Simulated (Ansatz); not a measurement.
# GePH3 (triplet): the correlation ladder at a displaced geometry (v1), cc-pVDZ

An exercise on one series of results from a longer session: the logs are not shown, and one member is left open.

Computed with Ansatz 0.2.0, Gaussian basis. Level: cc-pVDZ, core rule «outside noble gas», up to 19 orbitals frozen.

To be run: UHF; CCSD(T) on ROHF; CCSD(T) on UHF; BCCD(T) on ROHF; CISD; CCSDT(Q) on ROHF; CCSDT(Q) on UHF.

29 further runs of the same task are left out: 2 for a known fault of the program, 16 that didn't finish, 11 set aside as unsound or not needed.

## What is computed

The geometry is a PBE0/def2-TZVP stationary point (not a proven minimum) with its atoms shifted at random (size 0.040 Å). No spin-orbit coupling is included. The filled d shell of Ge may be among the frozen orbitals whatever the setting's name suggests; the logs give the count.

5 atoms, charge 0, spin multiplicity 3.

Atoms are counted from 1 here; the program's logs count them from 0.

Bond lengths: Ge1–P2 2.311 Å, Ge1–H3 1.565 Å, Ge1–H4 1.549 Å, Ge1–H5 1.638 Å. Angles: P2–Ge1–H3 108.3°, P2–Ge1–H4 112.2°, P2–Ge1–H5 112.1°, H3–Ge1–H4 111.5°, H3–Ge1–H5 106.0°, H4–Ge1–H5 106.6°.

Set-up of the first run:

The input, in.yaml:

```yaml
crystal:
  periodic: [false, false, false]
  atoms:
    - {symbol: Ge, position_ang: [-0.655235, -0.000309, 0.005569]}
    - {symbol: P, position_ang: [1.655732, 0.000480, -0.008688]}
    - {symbol: H, position_ang: [-1.147588, 1.484516, -0.045156]}
    - {symbol: H, position_ang: [-1.232793, -0.748603, 1.233050]}
    - {symbol: H, position_ang: [-1.278568, -0.728410, -1.322241]}
basis:
  gaussian: {orbitals: cc-pVDZ}
magnetization: {spin_polarized: true, initial_magnetization: 2}
hamiltonian: {xc: hf}
output: {orbitals: {seedname: orbitals}}
```

On the command line:

```sh
ansatz run in.yaml --threads 1 --pin off --events-out ev --progress --plain --max-ram 2393MiB
```

Among the steps run: UHF; CCSD(T) on ROHF; CCSD(T) on UHF; BCCD(T) on ROHF; CISD; CCSDT(Q) on ROHF; CCSDT(Q) on UHF.

One of the session's tables, all rows but one given; the rest of the session is left out.

```
   method  from UCCSDT(Q) (kcal/mol)
     ROHF                    +144.60
      UHF                    +140.99
     RMP2                     +30.38
     UMP2                     +30.88
     CISD                     +16.20
    RCCSD                          ?
    UCCSD                      +4.29
 RCCSD(T)                      +0.91
 UCCSD(T)                      +0.90
  BCCD(T)                      +0.89
   RCCSDT                      +0.19
   UCCSDT                      +0.17
RCCSDT(Q)                      +0.01
UCCSDT(Q)                          0
```

**Question.** Estimate the row for RCCSD.

**Answer.** from UCCSDT(Q) (kcal/mol): +4.39. In the column «from UCCSDT(Q) (kcal/mol)» it lies between UCCSD (+4.29) and CISD (+16.20).

To keep in mind: Restricted and unrestricted rows rest on different reference determinants; where their highest levels disagree by more than a few hundredths of an eV, they describe different states and don't form one ladder.
